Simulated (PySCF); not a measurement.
**SiHCl2OF (SMILES O[Si](F)(Cl)Cl) at CCSD(T)/def2-SVP**

Aim: the vertical singlet–triplet gap of SiHCl2OF at CCSD(T)/def2-SVP, from 2 runs. The job is set up through a Python script.

Program for the calculation: PySCF 2.14.0.

1 further run of the same task is left out (set aside as unsound or not needed). Runs told in other sessions of the task aren't counted.

### 1 The molecule

The species is SiHCl2OF (6 atoms), meant as a singlet with charge 0. As SMILES, `O[Si](F)(Cl)Cl`. Geometry: relaxed at PBE0-D4/def2-TZVP. This is one conformer, not always the lowest.

Bond lengths: O1–Si2 1.612 Å, Si2–F3 1.579 Å, Si2–Cl4 2.026 Å, Si2–Cl5 2.011 Å, O1–H6 0.959 Å. Angles: O1–Si2–F3 111.1°, O1–Si2–Cl4 111.7°, O1–Si2–Cl5 107.8°, F3–Si2–Cl4 106.6°, F3–Si2–Cl5 108.3°, Cl4–Si2–Cl5 111.3°, Si2–O1–H6 118.9°.

### 2 A single-point energy at CCSD(T)/def2-SVP

job.py

```python
from pyscf import gto, scf, cc

system = gto.Mole()
system.atom = '''
O       -0.507700       0.453700       1.122500
Si       0.219500       0.013400      -0.247400
F        1.583200      -0.726700       0.044400
Cl      -0.921300      -1.272900      -1.319600
Cl       0.618000       1.683900      -1.294500
H       -0.949600      -0.215500       1.648500
'''
system.verbose = 3
system.basis = 'def2-svp'
system.max_memory = 1860
system.build()

myscf = scf.RHF(system)
myscf.conv_tol = 1e-10
myscf.kernel()
if not myscf.converged:
    myscf = myscf.newton().run(myscf.mo_coeff, myscf.mo_occ)

mycc = cc.CCSD(myscf, frozen=17)
mycc.kernel()
e_t = mycc.ccsd_t()
e_final = mycc.e_tot + e_t
print('Final energy', e_final)
```

On the command line:

```console
OMP_NUM_THREADS=1 python job.py
```

Output:

```text
<dir> SyntaxWarning: invalid escape sequence '\W'
  S = {(paw_set(r)[0], bool(re.search(r"spin_orbit\W+true|paw_fr", str((r.get("files") or {}).get("input") or "")) or re.search("(?i)spin.orbit\W+(value\W+)?(true|yes)|value\W+spin-orbit", json.dumps(r.get("inputs"), default=str)))) for r in records}
converged SCF energy = -1382.51478599809
E(CCSD) = -1383.267035268861  E_corr = -0.7522492707686306
CCSD(T) correction = -0.0143910030390579
Final energy -1383.2814262719003
```

It took 26 s on 1 thread of Arm Neoverse V2, shared host; peak memory 0.36 GiB.

### 3 The triplet

input.xyz

```xyz
6

O     -0.507700     0.453700     1.122500
Si     0.219500     0.013400    -0.247400
F      1.583200    -0.726700     0.044400
Cl    -0.921300    -1.272900    -1.319600
Cl     0.618000     1.683900    -1.294500
H     -0.949600    -0.215500     1.648500
```

run.py

```python
from pyscf import gto, scf, cc

mol = gto.M(
    atom='input.xyz',
    max_memory=1860,
    verbose=3,
    basis='def2-svp',
    spin=2,
)

calc0 = scf.UHF(mol)
calc0.conv_tol = 1e-10
calc0.kernel()
if not calc0.converged:
    calc0 = calc0.newton().run(calc0.mo_coeff, calc0.mo_occ)

mycc = cc.CCSD(calc0, frozen=17)
mycc.kernel()
e_t = mycc.ccsd_t()
energy = mycc.e_tot + e_t
print('Final energy', energy)
```

On the command line:

```console
OMP_NUM_THREADS=1 python run.py
```

Output:

```text
<dir> SyntaxWarning: invalid escape sequence '\W'
  S = {(paw_set(r)[0], bool(re.search(r"spin_orbit\W+true|paw_fr", str((r.get("files") or {}).get("input") or "")) or re.search("(?i)spin.orbit\W+(value\W+)?(true|yes)|value\W+spin-orbit", json.dumps(r.get("inputs"), default=str)))) for r in records}

WARN: HOMO 0.0593267159644428 >= LUMO -0.442646253784621

WARN: HOMO -0.0933315349878487 >= LUMO -0.259126723775839

WARN: HOMO -0.0853823382964407 >= LUMO -0.211012064860062

WARN: HOMO -0.0887977133777555 >= LUMO -0.188226766224892

WARN: HOMO -0.0979864148049927 >= LUMO -0.179367009201642

WARN: HOMO -0.10841926980229 >= LUMO -0.168587771034713

WARN: HOMO -0.125644612674584 >= LUMO -0.155275553138995

WARN: HOMO -0.115941746593438 >= LUMO -0.160112089099592

WARN: HOMO -0.122577213238261 >= LUMO -0.154691205511308

WARN: HOMO -0.122356094953226 >= LUMO -0.154442283393035

WARN: HOMO -0.120973767955653 >= LUMO -0.154744420483912

WARN: HOMO -0.123131654352099 >= LUMO -0.153882572094706

WARN: HOMO -0.123763244059794 >= LUMO -0.154788253093776

WARN: HOMO -0.124711389533658 >= LUMO -0.154019029743083

WARN: HOMO -0.124329245932159 >= LUMO -0.154251455365141

WARN: HOMO -0.12456489591448 >= LUMO -0.154034076910198

WARN: HOMO -0.124515649662755 >= LUMO -0.153884215863625

WARN: HOMO -0.124428960846866 >= LUMO -0.154070054969296

WARN: HOMO -0.124448981811233 >= LUMO -0.154010792872303

WARN: HOMO -0.12441913074536 >= LUMO -0.15406332474263

WARN: HOMO -0.124410783515845 >= LUMO -0.154080096418973

WARN: HOMO -0.124419608620915 >= LUMO -0.154074653473257

WARN: HOMO -0.124422419343215 >= LUMO -0.154068990703093

WARN: HOMO -0.124416813250248 >= LUMO -0.154064824697326

WARN: HOMO -0.124421816975675 >= LUMO -0.154067648213234

WARN: HOMO -0.124419333292114 >= LUMO -0.15406479446151

WARN: HOMO -0.124423917429308 >= LUMO -0.154064925304124

WARN: HOMO -0.124423559443085 >= LUMO -0.154064213627364

WARN: HOMO -0.124423950702789 >= LUMO -0.154062539246321

WARN: HOMO -0.124424394833681 >= LUMO -0.154062797168065

WARN: HOMO -0.124423951828417 >= LUMO -0.15406296069236

WARN: HOMO -0.124423899065571 >= LUMO -0.15406305927278

WARN: HOMO -0.124423931085222 >= LUMO -0.154063204080637

WARN: HOMO -0.12442369534378 >= LUMO -0.154063206465819

WARN: HOMO -0.124423675366129 >= LUMO -0.154063229339506

WARN: HOMO -0.124423631682055 >= LUMO -0.154063328833612

converged SCF energy = -1382.1604043605  <S^2> = 2.0180122  2S+1 = 3.0119842
E(UCCSD) = -1382.926728850724  E_corr = -0.7663244902238464
UCCSD(T) correction = -0.0198958384716671
Final energy -1382.9466246891961
```

Wall time 4.6 min (1 thread of Arm Neoverse V2, shared host); peak memory 1.1 GiB.

### 4 What came out

Level: CCSD(T)/def2-SVP, 17 core orbitals frozen.

| quantity | value |
| --- | --- |
| singlet: total energy | -1383.28143 Eh |
| singlet: dipole moment (Hartree–Fock density) | 2.02 D |
| singlet: HOMO energy (Hartree–Fock orbitals) | -12.92 eV |
| singlet: LUMO energy (Hartree–Fock orbitals) | 4.14 eV |
| singlet: HOMO–LUMO gap (Hartree–Fock orbitals) | 17.06 eV |
| singlet: correlation energy (17 core orbitals frozen) | -766.6 mEh |
| singlet: (T) correction | -14.39 mEh |
| singlet: T1 diagnostic | 0.010 |
| triplet: total energy | -1382.94662 Eh |
| triplet: dipole moment (Hartree–Fock density) | 1.86 D |
| triplet: HOMO energy (Hartree–Fock orbitals) (highest over α and β) | -3.39 eV |
| triplet: correlation energy (17 core orbitals frozen) | -786.2 mEh |
| triplet: (T) correction | -19.90 mEh |
| triplet: ⟨S²⟩ of the reference determinant | 2.018 |
| triplet: T1 diagnostic | 0.029 |
| vertical energy of the triplet above the singlet | 9.110 eV |

In words: At this shape the triplet lies 9.11 eV (210 kcal/mol) above the singlet. The triples (singlet) make up 1.9 % of the correlation energy. The triples (triplet) make up 2.5 % of the correlation energy.
